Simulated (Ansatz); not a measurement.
I need energies of removing a hydrogen of BrGeH5Si, SMILES [GeH3][SiH2]Br. Use Ansatz's Python interface. Level of theory (for the species named): r2SCAN, cc-pVDZ basis, multiplicity 1, D4 dispersion.

```xyz
8

Ge   -0.6746    0.8061   -0.3832
Si    0.5386   -0.9462    0.3319
Br    2.5208   -0.2024    1.0212
H    -2.0319    0.3554   -0.8818
H     0.0123    1.5485   -1.5823
H    -0.9150    1.8672    0.7720
H    -0.1238   -1.6100    1.4477
H     0.7658   -1.8758   -0.7813
```

`run_bde.py`:
```python
"""Cost of removing each kind of hydrogen from BrGeH5Si, fragments frozen."""

import ansatz as az


def energy_of(molecule, charge=0, unpaired=0):
    calc = (
        molecule.calculation()
        .basis(gaussian="cc-pVDZ")
        .functional("r2scan", dispersion="d4")
    )
    if charge:
        calc = calc.charge(charge)
    if unpaired:
        calc = calc.spin("collinear", total=unpaired)
    report = calc.run(threads=1, pin="off").report
    if report["published_state_doubts"]:
        print("  doubts:", report["published_state_doubts"])
    return report["free_energy_ev"]

GEOMETRY = """
Ge   -0.67460    0.80610   -0.38320
Si    0.53860   -0.94620    0.33190
Br    2.52080   -0.20240    1.02120
H    -2.03190    0.35540   -0.88180
H     0.01230    1.54850   -1.58230
H    -0.91500    1.86720    0.77200
H    -0.12380   -1.61000    1.44770
H     0.76580   -1.87580   -0.78130
"""

def without(molecule, index):
    rest = az.Crystal.molecule()
    for i, site in enumerate(molecule.cartesian_sites):
        if i != index:
            rest = rest.atom(site.symbol, site.position_ang)
    return rest


def main() -> None:
    mol = az.Crystal.molecule()
    for line in GEOMETRY.strip().splitlines():
        symbol, *xyz = line.split()
        mol = mol.atom(symbol, [float(v) for v in xyz])

    whole = energy_of(mol, 0)
    hydrogen = energy_of(az.Crystal.molecule().atom("H", (0, 0, 0)), 0, 1)
    print(f"E(molecule) = {whole:.5f} eV, E(H) = {hydrogen:.5f} eV")
    for index in [5, 7]:
        radical = energy_of(without(mol, index), 0, 1)
        print(f"H{index}: homolysis {23.060548 * (radical + hydrogen - whole):.1f} kcal/mol")
        anion = energy_of(without(mol, index), -1)
        print(f"H{index}: loss of a proton {23.060548 * (anion - whole):.1f} kcal/mol")


if __name__ == "__main__":
    main()
```

Running `python run_bde.py` prints:
```text
E(molecule) = -134521.40090 eV, E(H) = -13.58415 eV
H5: homolysis 83.3 kcal/mol
H5: loss of a proton 367.1 kcal/mol
H7: homolysis 86.0 kcal/mol
H7: loss of a proton 370.8 kcal/mol
```

Caveats:
- Total energies depend on the basis set; only differences at equal settings carry meaning.
- The geometry is a force-field or estimated start, not a minimum of this method, and the basis set is short of its limit. All parts are taken at fixed geometry, without zero-point energy.
- The spin-orbit lowering of heavy atoms is left out.
- Anions want diffuse functions, which this basis lacks.
- Finished in 58 s on 1 thread of Arm Neoverse V1, on a shared host, peak memory 0.28 GiB.
